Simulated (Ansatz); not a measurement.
# C₂In radical (SMILES [C]1#[C][In]1): single points off equilibrium

An exercise on one series of results from a longer session: the logs are not shown, and one member is left open.

Program: Ansatz 0.2.0, Gaussian basis. Level of theory: single points in def2-TZVPP. These are calculated values, not measurements.

Filled d shells of the heavier atoms are correlated. Core potentials replace the inner electrons past krypton, and spin-orbit coupling is left out. Orbitals are unrestricted.

2 further runs of the same task are left out: 2 that didn't finish.

## Where the work starts

SMILES `[C]1#[C][In]1`, 3 atoms, charge 0, spin multiplicity 2.

Atoms are counted from 1 here; the program's logs count them from 0.

Bond lengths: C1–C2 1.284 Å, C2–In3 2.354 Å. Angles: C1–C2–In3 96.3°.

Geometry (Å):

```
atom     x (Å)     y (Å)     z (Å)
  C1  -0.20281   1.22632  -0.00545
  C2  -0.78763   0.15529  -0.40371
 In3   0.87800  -1.33647   0.33263
```

Set-up of the first run:

The input, run/in.yaml:

```yaml
crystal:
  periodic: [false, false, false]
  atoms:
    - {symbol: C, position_ang: [-0.202815, 1.226316, -0.005451]}
    - {symbol: C, position_ang: [-0.787632, 0.155288, -0.403715]}
    - {symbol: In, position_ang: [0.878001, -1.336466, 0.332632]}
basis:
  gaussian: {orbitals: def2-TZVPP}
magnetization: {spin_polarized: true, initial_magnetization: 1}
hamiltonian: {xc: pbe, dispersion: d4}
output: {forces: true}
```

On the command line:

```sh
ansatz run in.yaml --threads 2 --pin off --events-out ev --progress --plain --max-ram 3481MiB
```

Steps of the session up to this table: PBE-D4/def2-TZVPP; r2SCAN-D4/def2-TZVPP; PBE0-D4/def2-TZVPP; wB97M-V/def2-TZVPP.

One of the session's tables, all rows but one given; the rest of the session is left out.

| method | RMS force component (eV/Å) | dipole (D) |
| --- | --- | --- |
| PBE-D4 | 0.578 | 4.01 |
| r2SCAN-D4 | ? | ? |
| PBE0-D4 | 0.920 | 3.59 |
| wB97M-V | 0.943 | 3.35 |

**Question.** Estimate the row for r2SCAN-D4.

**Answer.** RMS force component (eV/Å): 0.838; dipole (D): 3.69. In the column «RMS force component (eV/Å)» it lies between PBE-D4 (0.578) and PBE0-D4 (0.920).
